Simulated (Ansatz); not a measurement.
# Mg8HO8: the cost of one run

All numbers below are computed with Ansatz 0.2.0 (DFT PBE, plane waves, PAW, scalar-relativistic, collinear spin).

The COD cell was measured well above room temperature, so it is larger than a cold one.

1 further run of the same task is left out (it didn't finish).

### 1 The system as given

The cell holds 17 atoms (HMg8O8): a = 6.008 Å, b = 6.008 Å, c = 6.008 Å, α = 60.00°, β = 60.00°, γ = 60.00°.

The coordinates stand in the first input below.

### 2 Preparing the start

File input.yaml:

```yaml
crystal:
  lattice:
    - [0.0, 4.2483, 4.2483]
    - [4.2483, 0.0, 4.2483]
    - [4.2483, 4.2483, 0.0]
  atoms:
    - { symbol: Mg, position: [0.0, 0.0, 0.0] }
    - { symbol: O, position: [0.25, 0.25, 0.25] }
    - { symbol: Mg, position: [0.0, 0.0, 0.5] }
    - { symbol: O, position: [0.25, 0.25, 0.75] }
    - { symbol: Mg, position: [0.0, 0.5, 0.0] }
    - { symbol: O, position: [0.25, 0.75, 0.25] }
    - { symbol: Mg, position: [0.0, 0.5, 0.5] }
    - { symbol: O, position: [0.25, 0.75, 0.75] }
    - { symbol: Mg, position: [0.5, 0.0, 0.0] }
    - { symbol: O, position: [0.75, 0.25, 0.25] }
    - { symbol: Mg, position: [0.5, 0.0, 0.5] }
    - { symbol: O, position: [0.75, 0.25, 0.75] }
    - { symbol: Mg, position: [0.5, 0.5, 0.0] }
    - { symbol: O, position: [0.75, 0.75, 0.25] }
    - { symbol: Mg, position: [0.5, 0.5, 0.5] }
    - { symbol: O, position: [0.75, 0.75, 0.75] }
    - { symbol: H, position: [0.3667244, 0.3748562, 0.8741946], spin: 1.0 }
magnetization:
  spin_polarized: true
basis:
  ecutwfc: 420.0
kpoints:
  mp_grid: { grid: [2, 2, 2] }
hamiltonian:
  xc: pbe
  pseudopotentials: { kind: paw, azcp: { folder: soft_1 } }
scf:
  occupations: { method: fermi_dirac, width: 0.05 }
  lower_state_search: "off"
relax:
  f_tol: 0.08
  max_steps: 25
  adjacent_minimum: "off"
```

The run is started by

```console
> ansatz run input.yaml --threads 2 --pin off --max-ram 5120MiB --backend cpu --events-out ev --progress --plain --runs-dir out
```

**Question.** How long does this run take on 2 threads of Intel Xeon 6975P-C (Granite Rapids), shared host, and how much memory does it need?

About 9.4 s, with a peak of 0.59 GiB.
